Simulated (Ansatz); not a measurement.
Crystal: GdO.

```
Gd O
1.0
     2.80181    0.00000    0.00000
     0.00000    2.80181    0.00000
     0.00000    0.00000    2.80181
Gd O
1 1
Direct
  0.00000 0.00000 0.00000
  0.50000 0.50000 0.50000
```

The cell comes from a database or a generator and needn't be the stable form of this composition.

Base run:

| Property | Result |
| --- | --- |
| Program | Ansatz 0.2.0 |
| Functional | r2SCAN |
| Potentials or basis | Ansatz PAW |
| Cutoff | 500 eV (not typed: the program's choice for these potentials) |
| k mesh | 9 × 9 × 9 |
| Occupations | fermi-dirac, width 0.05 eV |
| Spin | collinear spin, ferromagnetic start |
| Starting moments | [7.0, 0.0] μB |
| Hubbard terms | Gd f U = 1 eV |

Its results: band gap on the k mesh none (metal or under the smearing width); pressure 50.7 GPa; net moment 7.56 μB per cell; site moments Gd +7.14; O +0.00 μB.

Q: The run is repeated on the same cell with these changes: hubbard terms from Gd f U = 1 eV to Gd f U = 6 eV. What comes out?

A: Band gap on the k mesh none (metal or under the smearing width); pressure 53.6 GPa; net moment 7.60 μB per cell; site moments Gd +7.19; O -0.02 μB.

Caveats: the magnetic or orbital state may not be the lowest; a pressure of tens of GPa on the cell as given is suspect, and the run, the potentials or the cell itself is likely at fault; spin-orbit coupling is left out, which moves the levels of the heavy elements; a cell with one magnetic atom can't hold antiferromagnetic order, which such compounds often take; the PAW data sets come from PBE, with cores solved anew for the run's functional, which leaves a small shift of forces and pressure.
